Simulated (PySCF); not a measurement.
# One shape, several levels: C2H9BN2 (SMILES CCB(N)N)

Wanted: a comparison of 6 runs (HF/def2-SVP, B3LYP/6-31G*, PBE/6-31+G*, M06-2X/pcseg-1, PBE0/def2-SVP) of C2H9BN2. The job is set up through a Python script.

Program for the calculation: PySCF 2.14.0.

## Step 1: The system as given

C2H9BN2 has 14 atoms, charge 0, and is taken as a singlet. As SMILES, `CCB(N)N`. The coordinates come from a PBE0-D4/def2-TZVP relaxation.

Bond lengths: C1–C2 1.531 Å, C2–B3 1.586 Å, B3–N4 1.416 Å, B3–N5 1.415 Å, C1–H6 1.094 Å, C1–H7 1.093 Å, C1–H8 1.093 Å, C2–H9 1.096 Å, C2–H10 1.096 Å, N4–H11 1.004 Å, N4–H12 1.003 Å, N5–H13 1.003 Å, N5–H14 1.004 Å. Some angles: C1–C2–B3 112.1°, C2–B3–N4 119.7°, C2–B3–N5 119.7°, N4–B3–N5 120.6°, C1–C2–H9 109.2°, C1–C2–H10 109.2°, B3–C2–H9 110.2°, B3–C2–H10 110.2°, C2–C1–H6 112.0°, C2–C1–H7 111.3°.

## Step 2: Energy and gradient at HF/def2-SVP (run 1)

Contents of job.py:

```python
from pyscf import gto

mol = gto.M(
    atom=[
    ('C', (-0.925100, 1.518600, 0.252100)),
    ('C', (0.239100, 0.650000, 0.735800)),
    ('B', (0.393500, -0.674700, -0.122300)),
    ('N', (-0.344600, -1.829400, 0.232500)),
    ('N', (1.231200, -0.678300, -1.263300)),
    ('H', (-1.029800, 2.431000, 0.845700)),
    ('H', (-1.873600, 0.977500, 0.308900)),
    ('H', (-0.789500, 1.817600, -0.790900)),
    ('H', (0.087000, 0.400400, 1.792200)),
    ('H', (1.164800, 1.235700, 0.699100)),
    ('H', (-0.339000, -2.689200, -0.286500)),
    ('H', (-0.940000, -1.853000, 1.039300)),
    ('H', (1.768200, 0.125300, -1.531100)),
    ('H', (1.344800, -1.460900, -1.882600)),
],
    spin=0,
    basis='def2-svp',
    max_memory=1860,
    verbose=3,
)

hf = mol.RHF()
hf.conv_tol = 1e-10
hf.kernel()
if not hf.converged:
    hf = hf.newton().run(hf.mo_coeff, hf.mo_occ)

e_final = hf.e_tot
print(f'total energy: {e_final:.8f} hartree')
grad = hf.nuc_grad_method().kernel()
hf.analyze()
```

Started as:

```bash
$ OMP_NUM_THREADS=1 python job.py
```

Output:

```text
converged SCF energy = -214.502513341019
[... 14 lines left out ...]
MO #5   energy= -7.57381107795044  occ= 2
[... 9 lines left out ...]
MO #15  energy= -0.563628167178882 occ= 2
[... 9 lines left out ...]
MO #25  energy= 0.253041164298024  occ= 0
[... 9 lines left out ...]
MO #35  energy= 0.557575117577395  occ= 0
[... 9 lines left out ...]
MO #45  energy= 0.901991921608766  occ= 0
[... 9 lines left out ...]
MO #55  energy= 1.08117474460156   occ= 0
[... 9 lines left out ...]
MO #65  energy= 1.43670077099973   occ= 0
[... 9 lines left out ...]
MO #75  energy= 2.01386791584498   occ= 0
[... 9 lines left out ...]
MO #85  energy= 2.18237360267845   occ= 0
[... 9 lines left out ...]
MO #95  energy= 2.70707442276458   occ= 0
[... 9 lines left out ...]
MO #105 energy= 3.12574986845074   occ= 0
[... 9 lines left out ...]
MO #115 energy= 3.9641214247008    occ= 0
[... 15 lines left out ...]
Dipole moment(X, Y, Z, Debye):  0.11269, -1.00892, -0.66540
```

Run time: 26 s. Hardware: 1 thread of Intel Xeon at 2.70GHz, shared host; peak memory 0.29 GiB.

## Step 3: Energy and gradient at B3LYP/6-31G(d) (spherical functions) (run 2)

Contents of input.xyz:

```xyz
14

C     -0.925100     1.518600     0.252100
C      0.239100     0.650000     0.735800
B      0.393500    -0.674700    -0.122300
N     -0.344600    -1.829400     0.232500
N      1.231200    -0.678300    -1.263300
H     -1.029800     2.431000     0.845700
H     -1.873600     0.977500     0.308900
H     -0.789500     1.817600    -0.790900
H      0.087000     0.400400     1.792200
H      1.164800     1.235700     0.699100
H     -0.339000    -2.689200    -0.286500
H     -0.940000    -1.853000     1.039300
H      1.768200     0.125300    -1.531100
H      1.344800    -1.460900    -1.882600
```

Contents of run.py:

```python
import pyscf.grad
from pyscf import gto, dft

mol = gto.M(
    atom='input.xyz',
    verbose=4,
    charge=0,
    max_memory=1860,
    basis='6-31g*',
    spin=0,
)

mf = dft.RKS(mol, xc='b3lyp')
mf.grids.level = 5
mf.conv_tol = 1e-10
mf.kernel()
if not mf.converged:
    mf = mf.newton().run(mf.mo_coeff, mf.mo_occ)

energy = mf.e_tot
print('E(%s) = %.9f' % ('B3LYP', energy))
grad = mf.Gradients().kernel()
dip = mf.dip_moment()
pop, q = mf.mulliken_pop()
```

Started as:

```bash
$ OMP_NUM_THREADS=1 python run.py
```

Output:

```text
PySCF version 2.14.0

[... 82 lines left out ...]
converged SCF energy = -216.070887565042
[... 13 lines left out ...]
Dipole moment(X, Y, Z, Debye):  0.12889, -1.10971, -0.72478
[... 64 lines left out ...]
pop of  4 N 3py           0.44346
pop of  4 N 3pz           0.51483
pop of  4 N 3dxy          0.00496
pop of  4 N 3dyz          0.00791
pop of  4 N 3dz^2         0.00146
pop of  4 N 3dxz          0.00124
pop of  4 N 3dx2-y2       0.00218
pop of  5 H 1s            0.53010
pop of  5 H 2s            0.33783
pop of  6 H 1s            0.52931
pop of  6 H 2s            0.33450
pop of  7 H 1s            0.52926
pop of  7 H 2s            0.33382
pop of  8 H 1s            0.52996
pop of  8 H 2s            0.35472
pop of  9 H 1s            0.53022
pop of  9 H 2s            0.35547
pop of  10 H 1s           0.51293
pop of  10 H 2s           0.18896
pop of  11 H 1s           0.51108
pop of  11 H 2s           0.17907
pop of  12 H 1s           0.51110
pop of  12 H 2s           0.17898
pop of  13 H 1s           0.51291
pop of  13 H 2s           0.18906
 ** Mulliken atomic charges  **
charge of    0C =     -0.44115
charge of    1C =     -0.38202
charge of    2B =      0.48288
charge of    3N =     -0.75556
charge of    4N =     -0.75485
charge of    5H =      0.13207
charge of    6H =      0.13618
charge of    7H =      0.13691
charge of    8H =      0.11532
charge of    9H =      0.11431
charge of   10H =      0.29811
charge of   11H =      0.30985
charge of   12H =      0.30992
charge of   13H =      0.29803
```

It took 49 s on 1 thread of Intel Xeon at 2.70GHz, shared host; peak memory 0.9 GiB.

Run 3 isn't shown in full; the table further down has it.

## Step 4: Energy and forces at PBE/6-31+G(d) (spherical functions) (run 4)

Contents of run.py:

```python
# CCB(N)N
import pyscf.grad
from pyscf import gto, dft

mol = gto.M(
    atom='''
C     -0.925100     1.518600     0.252100
C      0.239100     0.650000     0.735800
B      0.393500    -0.674700    -0.122300
N     -0.344600    -1.829400     0.232500
N      1.231200    -0.678300    -1.263300
H     -1.029800     2.431000     0.845700
H     -1.873600     0.977500     0.308900
H     -0.789500     1.817600    -0.790900
H      0.087000     0.400400     1.792200
H      1.164800     1.235700     0.699100
H     -0.339000    -2.689200    -0.286500
H     -0.940000    -1.853000     1.039300
H      1.768200     0.125300    -1.531100
H      1.344800    -1.460900    -1.882600
''',
    spin=0,
    charge=0,
    verbose=4,
    basis='6-31+g*',
    max_memory=1860,
)

mf = dft.RKS(mol, xc='pbe')
mf.conv_tol = 1e-10
mf.grids.level = 5
mf.kernel()
if not mf.converged:
    mf = mf.newton().run(mf.mo_coeff, mf.mo_occ)

etot = mf.e_tot
print('E(%s) = %.9f' % ('PBE', etot))
grad = mf.Gradients().kernel()
mf.analyze()
```

Started as:

```bash
$ OMP_NUM_THREADS=1 python run.py
```

Output:

```text
PySCF version 2.14.0

[... 105 lines left out ...]
Two-electron Energy =                  243.075247029199886
[... 11 lines left out ...]
MO #8   energy= -0.668262417213562 occ= 2
[... 9 lines left out ...]
MO #18  energy= -0.255498443143134 occ= 2
[... 9 lines left out ...]
MO #28  energy= 0.059264482307444  occ= 0
[... 9 lines left out ...]
MO #38  energy= 0.153645498580583  occ= 0
[... 9 lines left out ...]
MO #48  energy= 0.273248665944847  occ= 0
[... 9 lines left out ...]
MO #58  energy= 0.627949080066812  occ= 0
[... 9 lines left out ...]
MO #68  energy= 0.923538709946537  occ= 0
[... 9 lines left out ...]
MO #78  energy= 1.1518841423969    occ= 0
[... 9 lines left out ...]
MO #88  energy= 1.6104355529024    occ= 0
[... 9 lines left out ...]
MO #98  energy= 2.21497896631973   occ= 0
[... 9 lines left out ...]
MO #108 energy= 2.83872352387562   occ= 0
[... 86 lines left out ...]
pop of  4 N 4pz           0.00149
pop of  4 N 3dxy          0.00112
pop of  4 N 3dyz          0.00140
pop of  4 N 3dz^2         0.00034
pop of  4 N 3dxz          0.00144
pop of  4 N 3dx2-y2       0.00082
pop of  5 H 1s            0.89341
pop of  5 H 2s            0.00699
pop of  6 H 1s            0.89337
pop of  6 H 2s            0.00700
pop of  7 H 1s            0.89294
pop of  7 H 2s            0.00701
pop of  8 H 1s            0.89592
pop of  8 H 2s            0.00665
pop of  9 H 1s            0.89674
pop of  9 H 2s            0.00661
pop of  10 H 1s           0.77016
pop of  10 H 2s           0.01253
pop of  11 H 1s           0.76110
pop of  11 H 2s           0.01250
pop of  12 H 1s           0.76094
pop of  12 H 2s           0.01251
pop of  13 H 1s           0.77023
pop of  13 H 2s           0.01253
 ** Mulliken atomic charges  **
charge of    0C =     -0.30517
charge of    1C =     -0.29455
charge of    2B =      0.15162
charge of    3N =     -0.46669
charge of    4N =     -0.46607
charge of    5H =      0.09960
charge of    6H =      0.09963
charge of    7H =      0.10005
charge of    8H =      0.09743
charge of    9H =      0.09665
charge of   10H =      0.21731
charge of   11H =      0.22640
charge of   12H =      0.22654
charge of   13H =      0.21724
Dipole moment(X, Y, Z, Debye):  0.10829, -0.97964, -0.64332
```

It took 66 s on 1 thread of Intel Xeon at 2.70GHz, shared host; peak memory 1.1 GiB.

Run 5 isn't shown in full; the table further down has it.

## Step 5: Energy and gradient at PBE0/def2-SVP (run 6)

Contents of geometry.xyz:

```xyz
14

C     -0.925100     1.518600     0.252100
C      0.239100     0.650000     0.735800
B      0.393500    -0.674700    -0.122300
N     -0.344600    -1.829400     0.232500
N      1.231200    -0.678300    -1.263300
H     -1.029800     2.431000     0.845700
H     -1.873600     0.977500     0.308900
H     -0.789500     1.817600    -0.790900
H      0.087000     0.400400     1.792200
H      1.164800     1.235700     0.699100
H     -0.339000    -2.689200    -0.286500
H     -0.940000    -1.853000     1.039300
H      1.768200     0.125300    -1.531100
H      1.344800    -1.460900    -1.882600
```

Contents of input.py:

```python
# CCB(N)N
from pyscf import gto, dft

system = gto.Mole()
system.atom = 'geometry.xyz'
system.spin = 0
system.basis = 'def2-svp'
system.verbose = 4
system.max_memory = 1860
system.build()

myscf = dft.RKS(system)
myscf.xc = 'pbe0'
myscf.grids.level = 5
myscf.conv_tol = 1e-10
myscf.kernel()
if not myscf.converged:
    myscf = myscf.newton().run(myscf.mo_coeff, myscf.mo_occ)

e_final = myscf.e_tot
print('Final energy', e_final)
grad = myscf.nuc_grad_method().kernel()
dip = myscf.dip_moment()
pop, q = myscf.mulliken_pop()
```

Started as:

```bash
$ OMP_NUM_THREADS=1 python input.py
```

Output:

```text
PySCF version 2.14.0

[... 81 lines left out ...]
converged SCF energy = -215.662129555125
Final energy -215.6621295551252
[... 12 lines left out ...]
Dipole moment(X, Y, Z, Debye):  0.11972, -1.11719, -0.74269
[... 91 lines left out ...]
pop of  9 H 1s            0.74550
pop of  9 H 2s            0.20296
pop of  9 H 2px           0.01107
pop of  9 H 2py           0.00817
pop of  9 H 2pz           0.00554
pop of  10 H 1s           0.72619
pop of  10 H 2s           0.11357
pop of  10 H 2px          0.01268
pop of  10 H 2py          0.02103
pop of  10 H 2pz          0.01540
pop of  11 H 1s           0.72401
pop of  11 H 2s           0.10576
pop of  11 H 2px          0.01762
pop of  11 H 2py          0.01090
pop of  11 H 2pz          0.02092
pop of  12 H 1s           0.72395
pop of  12 H 2s           0.10576
pop of  12 H 2px          0.01675
pop of  12 H 2py          0.02019
pop of  12 H 2pz          0.01250
pop of  13 H 1s           0.72614
pop of  13 H 2s           0.11354
pop of  13 H 2px          0.01278
pop of  13 H 2py          0.01942
pop of  13 H 2pz          0.01689
 ** Mulliken atomic charges  **
charge of    0C =     -0.07790
charge of    1C =     -0.13409
charge of    2B =     -0.12737
charge of    3N =     -0.13742
charge of    4N =     -0.13702
charge of    5H =      0.03109
charge of    6H =      0.03129
charge of    7H =      0.03242
charge of    8H =      0.02824
charge of    9H =      0.02677
charge of   10H =      0.11113
charge of   11H =      0.12079
charge of   12H =      0.12085
charge of   13H =      0.11124
```

Wall time 1.7 min (1 thread of Intel Xeon at 2.70GHz, shared host); peak memory 1.2 GiB.

## Step 6: Overview of the runs

```tsv
run	level	integration grid	Cartesian functions	energy (Eh)	dipole moment (D)	HOMO energy (eV)	LUMO energy (eV)	wall time
1	HF/def2-SVP	–	no	-214.502513	1.21	-10.08	4.61	26 s
2	B3LYP/6-31G* (spherical functions)	5	no	-216.070888	1.33	-6.00	2.09	49 s
3	B3LYP/6-31G* (Cartesian functions)	5	yes	-216.074615	1.33	-6.00	2.07	47 s
4	PBE/6-31+G* (spherical functions)	5	no	-215.779396	1.18	-5.34	-0.56	66 s
5	M06-2X/pcseg-1	5	no	-215.935988	1.25	-8.05	1.91	1.9 min
6	PBE0/def2-SVP	5	no	-215.662130	1.35	-6.48	1.70	1.7 min
```

## Step 7: Results

| quantity | value |
| --- | --- |
| run 6: total energy | -215.66213 Eh |
| run 6: dipole moment | 1.35 D |
| run 6: HOMO energy | -6.48 eV |
| run 6: LUMO energy | 1.70 eV |
| run 6: HOMO–LUMO gap | 8.18 eV |
| run 6: largest force on an atom | 0.315 eV/Å |

**Reading.** The dipole moment (its size) runs from 1.18 D (PBE/6-31+G*) to 1.35 D (PBE0/def2-SVP). The two ends differ in method and basis. The HOMO–LUMO gap runs from 4.78 eV (PBE/6-31+G*) to 14.69 eV (HF/def2-SVP). Totals of different functionals can't be ranked against each other. All runs together took 6.7 min, the longest 1.9 min.
